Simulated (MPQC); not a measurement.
**SiH2Cl2 (dichlorosilane (DCS)): HF/6-311+G(d,p)**

Aim: the electronic atomisation energy of SiH2Cl2 (dichlorosilane (DCS)) at HF/6-311+G**, from 4 runs. 

Program for the calculation: MPQC 2.3.1.

7 further runs of the same task are left out: 4 that didn't finish, 3 set aside as unsound or not needed.

## 1. Starting point

The species is SiH2Cl2 (5 atoms), meant as a singlet with charge 0. As SMILES, `Cl[SiH2]Cl`. Geometry: relaxed at PBE0-D4/def2-TZVP.

Bond lengths: Cl1–Si2 2.040 Å, Si2–Cl3 2.040 Å, Si2–H4 1.476 Å, Si2–H5 1.476 Å. Angles: Cl1–Si2–Cl3 110.1°, Cl1–Si2–H4 108.5°, Cl1–Si2–H5 108.5°, Cl3–Si2–H4 108.5°, Cl3–Si2–H5 108.5°, H4–Si2–H5 112.7°.

## 2. A single-point energy at HF/6-311+G(d,p)

File input.in:

```
% Cl2H2Si
molecule<Molecule>: (
  symmetry = c1
  unit = angstrom
  { atoms geometry } = {
    Cl [ -1.036100    -0.393400     1.609300 ]
    Si [ 0.136800    -0.071700    -0.028900 ]
    Cl [ -0.799200     1.196800    -1.324000 ]
    H  [ 0.352000    -1.362200    -0.711200 ]
    H  [ 1.396500     0.556600     0.413400 ]
  }
)
basis<GaussianBasisSet>: (
  name = "6-311+G**"
  molecule = $:molecule
  basisdir = "."
  puream = yes
)
mpqc: (
  checkpoint = no
  savestate = no
  restart = no
  do_energy = yes
  do_gradient = no
  optimize = no
  mole<CLHF>: (
    molecule = $:molecule
    basis = $:basis
    total_charge = 0
    memory = 1000000000
    print_evals = yes
    print_npa = yes
    maxiter = 120
    value_accuracy = 1e-08
    guess_wavefunction<CLHF>: (
      molecule = $:molecule
      total_charge = 0
      memory = 1000000000
      value_accuracy = 1e-3
      basis<GaussianBasisSet>: (
        name = "3-21G"
        molecule = $:molecule
      )
    )
  )
)
```

The basis set 6-311+G** is read from a file made from the Basis Set Exchange's data (not shown).

Run with:

```console
$ mpqc input.in > input.out
```

Log:

```text
MPQC: Massively Parallel Quantum Chemistry
                                   Version 2.3.1

  Using IntegralV3 by default for molecular integrals evaluation

      CLSCF::init: total charge = 0

      docc = [ 25 ]
      nbasis = 43

  CLSCF::init: total charge = 0

  docc = [ 25 ]
  nbasis = 102

  Molecular formula H2Cl2Si

  MPQC options:
    matrixkit     = <ReplSCMatrixKit>
    restart       = no
    checkpoint    = no
    savestate     = no
    do_energy     = yes
    do_gradient   = no
    optimize      = no
    write_pdb     = no
    print_mole    = yes
    print_timings = yes

  SCF::compute: energy accuracy = 1.0000000e-08

  nuclear repulsion energy =  191.9634348924

  integral intermediate storage = 527263 bytes
  integral cache = 999388689 bytes
  Projecting guess wavefunction into the present basis set

      SCF::compute: energy accuracy = 1.0000000e-03

      nuclear repulsion energy =  191.9634348924

      integral intermediate storage = 69540 bytes
      integral cache = 999915324 bytes
      Starting from core Hamiltonian guess

      Using symmetric orthogonalization.
      n(basis):            43
      Maximum orthogonalization residual = 3.5482
      Minimum orthogonalization residual = 0.0161322
      Beginning iterations.  Basis is 3-21G.
      iter     1 energy = -1201.8126363863 delta = 2.83242e-01
      iter     2 energy = -1203.1822495410 delta = 5.00135e-02
      iter     3 energy = -1203.2116846931 delta = 1.36024e-02
      iter     4 energy = -1203.2134389465 delta = 2.79017e-03
      iter     5 energy = -1203.2136635154 delta = 1.33462e-03

      HOMO is    25   A =  -0.465217
      LUMO is    26   A =   0.110905

      total scf energy = -1203.2136635154

      Projecting the guess density.

        The number of electrons in the guess density = 50
        Using symmetric orthogonalization.
        n(basis):           102
        Maximum orthogonalization residual = 6.77009
        Minimum orthogonalization residual = 0.00290806
        The number of electrons in the projected density = 49.9715

  Beginning iterations.  Basis is 6-311+G**.
  iter     1 energy = -1208.4938576003 delta = 1.42439e-01
  iter     2 energy = -1209.2061920057 delta = 1.95381e-02
  iter     3 energy = -1209.2150313266 delta = 3.00802e-03
  iter     4 energy = -1209.2161661393 delta = 8.36022e-04
  iter     5 energy = -1209.2162796282 delta = 2.45703e-04
  iter     6 energy = -1209.2162873317 delta = 6.61377e-05
  iter     7 energy = -1209.2162877457 delta = 1.75021e-05
  iter     8 energy = -1209.2162877807 delta = 5.33768e-06
  iter     9 energy = -1209.2162877822 delta = 1.40242e-06
  iter    10 energy = -1209.2162877826 delta = 3.17124e-07
  iter    11 energy = -1209.2162877827 delta = 1.12046e-07
  iter    12 energy = -1209.2162877827 delta = 4.34277e-08
  iter    13 energy = -1209.2162877826 delta = 1.46435e-08

  A
        1 -104.84459    2.00000
        2 -104.84458    2.00000
        3  -68.87615    2.00000
        4  -10.57254    2.00000
        5  -10.57253    2.00000
        6   -8.04059    2.00000
        7   -8.04058    2.00000
        8   -8.03810    2.00000
        9   -8.03810    2.00000
       10   -8.03804    2.00000
       11   -8.03803    2.00000
       12   -6.21678    2.00000
       13   -4.32472    2.00000
       14   -4.32373    2.00000
       15   -4.32268    2.00000
       16   -1.13359    2.00000
       17   -1.10414    2.00000
       18   -0.73824    2.00000
       19   -0.57018    2.00000
       20   -0.56427    2.00000
       21   -0.56220    2.00000
       22   -0.48636    2.00000
       23   -0.48467    2.00000
       24   -0.46976    2.00000
       25   -0.45879    2.00000
       26    0.05557    0.00000
       27    0.06300    0.00000
       28    0.06310    0.00000
       29    0.07653    0.00000
       30    0.12338    0.00000
       31    0.12707    0.00000
       32    0.13116    0.00000
       33    0.14525    0.00000
       34    0.15026    0.00000
       35    0.15420    0.00000
       36    0.16540    0.00000
       37    0.18725    0.00000
       38    0.18879    0.00000
       39    0.21296    0.00000
       40    0.22635    0.00000
       41    0.24549    0.00000
       42    0.34774    0.00000
       43    0.34966    0.00000
       44    0.38094    0.00000
       45    0.49279    0.00000
       46    0.52069    0.00000
       47    0.54162    0.00000
       48    0.55777    0.00000
       49    0.57470    0.00000
       50    0.58700    0.00000
       51    0.62125    0.00000
       52    0.65510    0.00000
       53    0.65613    0.00000
       54    0.69318    0.00000
       55    0.71895    0.00000
       56    0.87376    0.00000
       57    0.95072    0.00000
       58    1.01491    0.00000
       59    1.10729    0.00000
       60    1.13099    0.00000
       61    1.13118    0.00000
       62    1.13874    0.00000
       63    1.14124    0.00000
       64    1.14859    0.00000
       65    1.17212    0.00000
       66    1.18122    0.00000
       67    1.19093    0.00000
       68    1.27730    0.00000
       69    1.43550    0.00000
       70    1.45709    0.00000
       71    1.47435    0.00000
       72    1.57542    0.00000
       73    1.62011    0.00000
       74    1.64761    0.00000
       75    1.70545    0.00000
       76    1.81546    0.00000
       77    1.85140    0.00000
       78    2.21836    0.00000
       79    2.38350    0.00000
       80    2.61775    0.00000
       81    2.62119    0.00000
       82    2.62383    0.00000
       83    2.62687    0.00000
       84    2.75812    0.00000
       85    2.76526    0.00000
       86    2.93116    0.00000
       87    2.93218    0.00000
       88    6.03496    0.00000
       89   10.35015    0.00000
       90   10.39015    0.00000
       91   12.18666    0.00000
       92   12.18924    0.00000
       93   12.23997    0.00000
       94   26.67826    0.00000
       95   26.72047    0.00000
       96   26.72585    0.00000
       97   26.73172    0.00000
       98   27.04320    0.00000
       99   27.09074    0.00000
      100  143.81407    0.00000
      101  219.20350    0.00000
      102  219.25259    0.00000

  HOMO is    25   A =  -0.458787
  LUMO is    26   A =   0.055570

  total scf energy = -1209.2162877826
Value of the MolecularEnergy: -1209.2162877826

  Function Parameters:
    value_accuracy    = 1.593873e-09 (1.000000e-08) (computed)
    gradient_accuracy = 0.000000e+00 (1.000000e-06)
    hessian_accuracy  = 0.000000e+00 (1.000000e-04)

  Molecule:
    Molecular formula: H2Cl2Si
    molecule<Molecule>: (
      symmetry = c1
      unit = "angstrom"
      {  n atoms                        geometry                     }={
         1    Cl [   -1.0361000000    -0.3934000000     1.6093000000]
         2    Si [    0.1368000000    -0.0717000000    -0.0289000000]
         3    Cl [   -0.7992000000     1.1968000000    -1.3240000000]
         4     H [    0.3520000000    -1.3622000000    -0.7112000000]
         5     H [    1.3965000000     0.5566000000     0.4134000000]
      }
    )
    Atomic Masses:
       34.96885   27.97693   34.96885    1.00783    1.00783

  Electronic basis:
    GaussianBasisSet:
      nbasis = 102
      nshell = 50
      nprim  = 89
      name = "6-311+G**"
  Natural Population Analysis:
     n   atom    charge     ne(S)     ne(P)     ne(D)
      1   Cl   -0.387124  5.879875  11.496309  0.010941
      2   Si    1.177627  4.975175  7.784696  0.062503
      3   Cl   -0.387103  5.879851  11.496308  0.010944
      4    H   -0.201702  1.195972  0.005730
      5    H   -0.201698  1.195968  0.005730

  SCF Parameters:
    maxiter = 120
    density_reset_frequency = 10
    level_shift = 0.000000

  CLSCF Parameters:
    charge = 0
    ndocc = 25
    docc = [ 25 ]

                             CPU  Wall
mpqc:                      49.82 49.85
  NAO:                      0.01  0.01
  calc:                    49.79 49.83
    vector:                49.79 49.83
      density:              0.01  0.01
      evals:                0.08  0.08
      extrap:               0.06  0.06
      fock:                48.66 48.70
        accum:              0.00  0.00
        ao_gmat:           48.63 48.66
        init pmax:          0.00  0.00
        local data:         0.01  0.01
        setup:              0.00  0.00
        sum:                0.00  0.00
        symm:               0.02  0.02
      vector:               0.08  0.08
        density:            0.00  0.00
        evals:              0.00  0.00
        extrap:             0.00  0.00
        fock:               0.07  0.07
          accum:            0.00  0.00
          ao_gmat:          0.07  0.07
          init pmax:        0.00  0.00
          local data:       0.00  0.00
          setup:            0.00  0.00
          sum:              0.00  0.00
          symm:             0.00  0.00
  input:                    0.01  0.01
```

Run time: 50 s. Hardware: 1 thread of Intel Xeon Platinum 8375C at 2.90GHz (Ice Lake), shared host; peak memory 0.51 GiB.

## 3. The Cl atom

File run.in:

```
% emacs should use -*- KeyVal -*- mode
molecule<Molecule>: (
    symmetry = c1
    unit = angstrom
    { atoms geometry } = {
        Cl [ 0.000000       0.000000       0.000000 ]
    }
)
basis<GaussianBasisSet>: (
    name = "6-311+G**"
    molecule = $:molecule
    basisdir = "."
    puream = yes
)
mpqc: (
    checkpoint = no
    savestate = no
    restart = no
    do_energy = yes
    do_gradient = no
    optimize = no
    mole<UHF>: (
        molecule = $:molecule
        basis = $:basis
        total_charge = 0
        multiplicity = 2
        memory = 1000000000
        print_evals = yes
        print_npa = yes
        maxiter = 120
        value_accuracy = 1e-08
        guess_wavefunction<UHF>: (
            molecule = $:molecule
            total_charge = 0
            multiplicity = 2
            memory = 1000000000
            value_accuracy = 1e-3
            basis<GaussianBasisSet>: (
                name = "STO-3G"
                molecule = $:molecule
            )
        )
    )
)
```

The basis set 6-311+G** is read from a file made from the Basis Set Exchange's data (not shown).

Run the same way, it converges to -459.47423 Eh (log not shown).

## 4. The H atom, same level

File job.in:

```
% emacs should use -*- KeyVal -*- mode
molecule<Molecule>: (
    symmetry = c1
    unit = bohr
    { atoms geometry } = {
        H  [ 0.00000000 0.00000000 0.00000000 ]
    }
)
basis<GaussianBasisSet>: (
    name = "6-311+G**"
    molecule = $:molecule
    basisdir = "."
    puream = yes
)
mpqc: (
    checkpoint = no
    savestate = no
    restart = no
    do_energy = yes
    do_gradient = no
    optimize = no
    mole<UHF>: (
        molecule = $:molecule
        basis = $:basis
        total_charge = 0
        multiplicity = 2
        memory = 1000000000
        print_evals = yes
        print_npa = yes
        maxiter = 120
        value_accuracy = 1e-08
        guess_wavefunction<ExtendedHuckelWfn>: (
            molecule = $:molecule
            total_charge = 0
            multiplicity = 2
            basis<GaussianBasisSet>: (
                name = "STO-3G"
                molecule = $:molecule
            )
        )
    )
)
```

The basis set 6-311+G** is read from a file made from the Basis Set Exchange's data (not shown).

Run the same way, it converges to -0.49981 Eh (log not shown).

## 5. The Si atom

File mol.in:

```
% Si
molecule<Molecule>: (
  symmetry = c1
  unit = bohr
  { atoms geometry } = {
    Si [ 0.00000000 0.00000000 0.00000000 ]
  }
)
basis<GaussianBasisSet>: (
  name = "6-311+G**"
  molecule = $:molecule
  basisdir = "."
  puream = yes
)
mpqc: (
  checkpoint = no
  savestate = no
  restart = no
  do_energy = yes
  do_gradient = no
  optimize = no
  mole<UHF>: (
    molecule = $:molecule
    basis = $:basis
    total_charge = 0
    multiplicity = 3
    memory = 1000000000
    print_evals = yes
    print_npa = yes
    maxiter = 120
    value_accuracy = 1e-08
    guess_wavefunction<UHF>: (
      molecule = $:molecule
      total_charge = 0
      multiplicity = 3
      memory = 1000000000
      value_accuracy = 1e-3
      basis<GaussianBasisSet>: (
        name = "STO-3G"
        molecule = $:molecule
      )
    )
  )
)
```

The basis set 6-311+G** is read from a file made from the Basis Set Exchange's data (not shown).

Run the same way, it converges to -288.85051 Eh (log not shown).

## 6. Summary of results

At HF/6-311+G**:

| quantity | value |
| --- | --- |
| molecule: total energy | -1209.21629 Eh |
| molecule: HOMO energy | -12.48 eV |
| molecule: LUMO energy | 1.51 eV |
| molecule: HOMO–LUMO gap | 14.00 eV |
| Cl atom: total energy | -459.47423 Eh |
| Cl atom: ⟨S²⟩ | 0.755 |
| H atom: total energy | -0.49981 Eh |
| H atom: ⟨S²⟩ | 0.750 |
| Si atom: total energy | -288.85051 Eh |
| Si atom: ⟨S²⟩ | 2.006 |
| electronic atomisation energy | 11.366 eV |

What this shows: Taking the molecule apart into free atoms costs 11.37 eV (1097 kJ/mol), before zero-point energy and without spin-orbit coupling. Hartree–Fock lacks the correlation of the bonding pairs, which as a rule makes this value much too low; in minimal bases other errors can mask that.
